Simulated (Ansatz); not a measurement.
Working through the spin response to a magnetic field of PIr₂, space group Fm-3m

With the Python package of Ansatz (0.2.0).

At the Python prompt:
```pycon
>>> import ansatz
>>> import numpy as np
>>> OCCUPATIONS = "fermi_dirac"
>>> xtal = (
...     ansatz.Lattice.from_parameters(3.913836, 3.913836, 3.913836, alpha=60.0, beta=60.0, gamma=60.0)
...     .atom("P", (0.0, 0.0, 0.0))
...     .atom("Ir", (0.25, 0.25, 0.25))
...     .atom("Ir", (0.75, 0.75, 0.75))
... )
>>> xtal.resolved().tree()["lattice"]
((3.913836, 0.0, 0.0), (1.9569180000000004, 3.389481402246072, 0.0), (1.9569180000000004, 1.129827134082024, 3.1956337123118472))
>>> job = (
...     xtal.calculation()
...     .functional(ansatz.Functional.R2SCAN)
...     .kpoints(7)
...     .occupations(OCCUPATIONS, width=100 * ansatz.meV)
...     .spin("collinear")
... )
>>> rows = []
>>> for tesla in [0, 100, 200, 400]:
...     summary = (job.magnetic_field(tesla) if tesla else job).run(threads=1, backend="cpu").report
...     rows.append((tesla, summary["magnetization_mub"], summary["free_energy_ev"], summary["components"].get("e_zeeman", 0.0)))
...
DeckWarning: basis.ecutwfc = 500 eV, auto-derived from the records' recommended cutoffs: set by P (their level for a meta-GGA)
RunWarning: this spin-polarised run has no starting moment large enough to seed its density, so its SCF can try parallel moments of its own, which can die out, and starts no order whose moments [...]
>>> print("         B (T)      moment muB            F eV  Zeeman term eV")
         B (T)      moment muB            F eV  Zeeman term eV
>>> for row in rows:
...     print(f"{str(row[0]):>14s}  {row[1]:14.4f}  {row[2]:14.5f}  {row[3]:14.5f}")
...
             0          0.0000    -24658.05601         0.00000
           100          0.0049    -24658.05602        -0.00003
           200          0.0097    -24658.05606        -0.00011
           400          0.0193    -24658.05623        -0.00045
>>> slope = np.polyfit([row[0] for row in rows], [row[1] for row in rows], 1)[0]
>>> print(f"dM/dB = {1000 * slope:.4f} muB per 1000 T per cell")
dM/dB = 0.0483 muB per 1000 T per cell
```

Absolute energies stand on the zero of these potentials, so only differences at equal settings mean something. A total without «per atom» is that of the cell as typed. No spin polarisation was allowed. The mesh is modest for a metal, so energies can be off by several to tens of meV an atom and pressures by half a GPa or more; differences at equal mesh fare better. Of the deposited cell: the entry's cell lengths or inner coordinates differ somewhat from later room-temperature determinations. Spin-orbit coupling, which matters for elements this heavy, is left out. r2SCAN tends to overestimate the moments of itinerant magnets. The structure is a deposited one; some such entries were measured under pressure or heat, so a shift against it needn't be the functional's error alone. Warnings are shown shortened and without file and line. Orbital magnetism is left out. The response of a metal hangs strongly on mesh and smearing, and a straight-line fit holds only where the moment is linear in the field. It ran for 42 s on 1 thread of Arm Neoverse V2 (shared host), peak memory 0.49 GiB.

(Lines on the test bed's own set-up are left out of the output.)
